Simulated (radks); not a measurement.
# Valence configurations of I

Aim: which of several valence configurations of I lies lowest at this level, and whether it is the one NIST lists ([Kr] 4d10 5s2 5p5).

The numbers are computed with radks (a radial shooting solver on a logarithmic mesh, Libxc functionals) version 1 (Dirac Kohn-Sham, LDA (Slater exchange, Perdew-Wang correlation), spin-unpolarised, spherical densities, point nucleus; open shells are shared between the two j in proportion to 2j + 1), except any that are marked as measured or tabulated.

## Step 1: The atom as given

* element: iodine (Z = 53)
* charge: 0
* electrons: 53
* configuration: [Kr] 4d10 5s2 5p5
* others tried: 4d9 5s2 5p6; 4d9.5 5s2 5p5.5; 4d10 5s1 5p6

Outer shells as boxes (Hund's rule):

I
```
[Kr] core
4d [↑↓][↑↓][↑↓][↑↓][↑↓]
5s [↑↓]
5p [↑↓][↑↓][↑ ]
```

## Step 2: [Kr] 4d10 5s2 5p5

Input:

```text
Z 53
configuration [Kr] 4d10 5s2 5p5
relativity Dirac
functional lda,pw
spin unpolarised
j_filling average
nucleus point
c 137.035999084
```

## Step 3: [Kr] 4d9 5s2 5p6

Settings, as their differences from step 2:

```diff
@@ -1,3 +1,3 @@
 Z 53
-configuration [Kr] 4d10 5s2 5p5
+configuration [Kr] 4d9 5s2 5p6
 relativity Dirac
```

## Step 4: [Kr] 4d9.5 5s2 5p5.5

Settings, as their differences from step 3:

```diff
@@ -1,3 +1,3 @@
 Z 53
-configuration [Kr] 4d9 5s2 5p6
+configuration [Kr] 4d9.5 5s2 5p5.5
 relativity Dirac
```

## Step 5: [Kr] 4d10 5s1 5p6

Settings, as their differences from step 4:

```diff
@@ -1,3 +1,3 @@
 Z 53
-configuration [Kr] 4d9.5 5s2 5p5.5
+configuration [Kr] 4d10 5s1 5p6
 relativity Dirac
```

**Question.** What will these runs give? Wanted: for each run, valence; E − E(NIST configuration); highest level; its energy; 1s shift.

**Answer**, as computed:

```csv
valence,E − E(NIST configuration) (eV),highest level,its energy (eV),1s shift (eV)
4d10 5s2 5p5,0.000,5p3/2,-6.920,+0.00
4d10 5s1 5p6,10.467,5p3/2,-7.430,-1.39
4d9.5 5s2 5p5.5,22.176,5p3/2,-7.423,-4.56
4d9 5s2 5p6,45.701,5p3/2,-7.922,-9.19
```

**Reading.** The NIST configuration is the lowest of those tried, 10.467 eV under 4d10 5s1 5p6. The energies are those of spherical spin-averaged densities, not of single terms. The 1s eigenvalue shifts by up to 9.19 eV as the valence charge is rearranged.
